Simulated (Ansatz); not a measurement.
# Si3N4: the cost of one run

Computed with Ansatz 0.2.0 (DFT PBEsol, scalar-relativistic, plane waves, PAW).

1 further run of the same task is left out (set aside as unsound or not needed).

### 1 The starting structure

It takes space group Fd-3m (No. 227, cubic). Conventional cell: a = 7.789 Å, b = 7.789 Å, c = 7.789 Å, α = 90.00°, β = 90.00°, γ = 90.00°. Si (site symmetry -3m) is surrounded by 6 N at 1.89 Å. Around Si (site symmetry -43m) lie 4 N at 1.79 Å. N (site symmetry 3m) has 4 Si at 1.79 to 1.89 Å as nearest neighbours.

Structure file:

```
Si N
1.0
     0.00000    3.89462    3.89462
     3.89462    0.00000    3.89462
     3.89462    3.89462    0.00000
Si N
6 8
Direct
  0.12500 0.12500 0.62500
  0.12500 0.62500 0.12500
  0.62500 0.12500 0.12500
  0.12500 0.12500 0.12500
  0.75000 0.75000 0.75000
  0.50000 0.50000 0.50000
  0.36754 0.36754 0.36754
  0.35263 0.88246 0.88246
  0.88246 0.88246 0.35263
  0.88246 0.35263 0.88246
  0.36754 0.36754 0.89737
  0.36754 0.89737 0.36754
  0.88246 0.88246 0.88246
  0.89737 0.36754 0.36754
```

It goes back to an entry of the Materials Project.

This cell was relaxed beforehand with the same method: volume 8.44 Å³/atom, gap on the mesh 3.34 eV.

### 2 Relaxing with PBEsol

Input file input.yaml:

```yaml
crystal:
  lattice:
    - [0.0, 3.8946186227, 3.8946186227]
    - [3.8946186227, 0.0, 3.8946186227]
    - [3.8946186227, 3.8946186227, 0.0]
  atoms:
    - { symbol: Si, position: [0.125, 0.125, 0.625] }
    - { symbol: Si, position: [0.125, 0.625, 0.125] }
    - { symbol: Si, position: [0.625, 0.125, 0.125] }
    - { symbol: Si, position: [0.125, 0.125, 0.125] }
    - { symbol: Si, position: [0.75, 0.75, 0.75] }
    - { symbol: Si, position: [0.5, 0.5, 0.5] }
    - { symbol: "N", position: [0.3675422916, 0.3675422916, 0.3675422916] }
    - { symbol: "N", position: [0.3526268749, 0.8824577084, 0.8824577084] }
    - { symbol: "N", position: [0.8824577084, 0.8824577084, 0.3526268749] }
    - { symbol: "N", position: [0.8824577084, 0.3526268749, 0.8824577084] }
    - { symbol: "N", position: [0.3675422916, 0.3675422916, 0.8973731251] }
    - { symbol: "N", position: [0.3675422916, 0.8973731251, 0.3675422916] }
    - { symbol: "N", position: [0.8824577084, 0.8824577084, 0.8824577084] }
    - { symbol: "N", position: [0.8973731251, 0.3675422916, 0.3675422916] }
basis:
  ecutwfc: 420
kpoints:
  mp_grid: { grid: [6, 6, 6] }
hamiltonian:
  xc: pbesol
scf:
  occupations: { method: gaussian, width: 0.02 }
output:
  forces: true
  stress: true
  eigenvalues: true
relax:
  adjacent_minimum: "off"
  f_tol: 0.005
  max_steps: 50
  cell: { stress_tol: 0.05 }
```

Started as:

```sh
ansatz run input.yaml --threads 4 --pin off --max-ram 10240MiB --backend cpu --events-out ev --progress --plain --runs-dir out
```

**Question.** How long does this run take on 4 threads of Intel Xeon Platinum 8259CL at 2.50GHz (Skylake/Cascade Lake), shared host, and how much memory does it need?

About 19 s, with a peak of 0.58 GiB.
